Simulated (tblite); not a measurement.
# C5H11F2NSi: the cost of one run

Computed with tblite 0.8.0 and PySCF 2.14.0, with density-fitted response routines of our own, on a single molecule in the gas phase. Atoms count from 0, in the outputs and in this text.

## (1) The starting structure

20 atoms, charge 0, multiplicity 1; geometry from: force field or distance geometry start.

Bonds of the start (Å): C0–C1 1.51, C1–N2 1.45, N2–Si3 1.78, C1–C4 1.50, C4–C5 1.48, C5–F6 1.40, C5–C7 1.51, C7–F8 1.39, C7–C4 1.53, C0–H9 1.14, C0–H10 1.10, C0–H11 1.11, C1–H12 1.10, N2–H13 1.05, Si3–H14 1.47, Si3–H15 1.49, Si3–H16 1.45, C4–H17 1.11, C5–H18 1.10, C7–H19 1.10.

## (2) Optimising the geometry with GFN2-xTB

The job: settings as JSON, then the geometry in Å.

```
{"job": {"kind": "relax", "xc": "GFN2-xTB", "basis": "xTB"}, "charge": 0, "multiplicity": 1}
C     -0.764500    -1.457200    -0.628300
C     -0.070400    -0.121300    -0.753000
N     -1.019100     0.969100    -0.867100
Si    -2.113900     1.066700     0.537900
C      0.809100     0.228800     0.415600
C      1.970100    -0.583700     0.845900
F      2.363900    -0.464500     2.186300
C      2.223800     0.624200    -0.019000
F      2.615000     0.303100    -1.315100
H     -1.887200    -1.299600    -0.534000
H     -0.502300    -2.019900     0.278400
H     -0.663700    -2.091200    -1.535500
H      0.544600    -0.164100    -1.661000
H     -1.608800     0.811800    -1.725200
H     -3.413000     0.459900     0.199800
H     -1.488400     0.386100     1.701300
H     -2.327000     2.457300     0.886900
H      0.399800     0.947800     1.153400
H      2.233700    -1.544000     0.384900
H      2.693200     1.501400     0.444500
```

Started as:

```
$ OMP_NUM_THREADS=1 python probes_run.py task.json out
```

This one command runs all jobs of the session in turn.

**Question.** How long does this first job take on 1 thread of Intel Xeon 6975P-C, shared host, and how much memory does it need?

About 1 s, with a peak of 0.18 GiB.
